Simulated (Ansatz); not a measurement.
# C3H3FO2Sn: how energies converge with the basis set

How large a basis does C3H3FO2Sn need? Two functionals are run in growing sets.

The runs use Ansatz 0.2.0, Gaussian basis; one geometry, several basis sets.

The runs, in order: PBE0-D4/def2-SVP; ωB97M-V/def2-SVP; PBE0-D4/def2-QZVPP; the functionals' def2-TZVPP values are taken from earlier runs.

2 further runs of the same task are left out: 2 that didn't finish. Runs told in other sessions of the task aren't counted.

## Step 1: The relaxed structure

An earlier PBE0-D4 in a triple-zeta def2 set relaxation fixed the geometry. Sn takes the def2 core potential; no spin-orbit term is included.

SMILES `[F][Sn-]1[O]C=CC=[O+]1`, 10 atoms, charge 0, spin multiplicity 1.

Atoms are counted from 1 here; the program's logs count them from 0.

Bond lengths: F1–Sn2 1.949 Å, Sn2–O3 2.162 Å, Sn2–O7 2.162 Å, O3–C4 1.263 Å, C4–C5 1.390 Å, C4–H8 1.097 Å, C5–C6 1.390 Å, C5–H9 1.081 Å, C6–O7 1.263 Å, C6–H10 1.097 Å. Angles: F1–Sn2–O3 89.5°, F1–Sn2–O7 89.5°, O3–Sn2–O7 84.3°, Sn2–O3–C4 126.1°, O3–C4–C5 127.8°, O3–C4–H8 115.2°, C5–C4–H8 117.0°, C4–C5–C6 124.5°, C4–C5–H9 117.7°, C6–C5–H9 117.7°, C5–C6–O7 127.8°, C5–C6–H10 117.0°, O7–C6–H10 115.2°, Sn2–O7–C6 126.1°.

## Step 2: PBE0-D4 in def2-SVP

The input, in.yaml:

```yaml
crystal:
  periodic: [false, false, false]
  atoms:
    - {symbol: F, position_ang: [1.332337, -2.405987, -0.373753]}
    - {symbol: Sn, position_ang: [0.848201, -1.770613, 1.404256]}
    - {symbol: O, position_ang: [-1.076280, -1.152116, 0.637802]}
    - {symbol: C, position_ang: [-1.293040, -0.170972, -0.128211]}
    - {symbol: C, position_ang: [-0.417267, 0.853580, -0.468305]}
    - {symbol: C, position_ang: [0.867519, 0.993524, 0.043639]}
    - {symbol: O, position_ang: [1.471488, 0.221239, 0.840632]}
    - {symbol: H, position_ang: [-2.303022, -0.125506, -0.554153]}
    - {symbol: H, position_ang: [-0.776243, 1.619066, -1.142271]}
    - {symbol: H, position_ang: [1.429406, 1.886583, -0.256837]}
basis:
  gaussian: {orbitals: def2-SVP}
hamiltonian: {xc: pbe0, dispersion: d4}
output: {orbitals: {seedname: orbitals}}
```

Run with:

```console
ansatz run in.yaml --threads 4 --pin off --events-out ev --progress --plain --max-ram 11315MiB
```

The runs that follow: ωB97M-V in def2-SVP; PBE0-D4 in def2-QZVPP.

**Question.** What will the summary of the whole plan be? Wanted: PBE0-D4: double and triple zeta above quadruple.

The runs gave:

| quantity | value |
| --- | --- |
| PBE0-D4: double and triple zeta above quadruple | 12.65, 0.61 eV |

PBE0-D4 gains 12.03 eV from double to triple zeta, then 0.61 eV more. Total energies overstate the basis error of differences, where much of it tends to cancel.
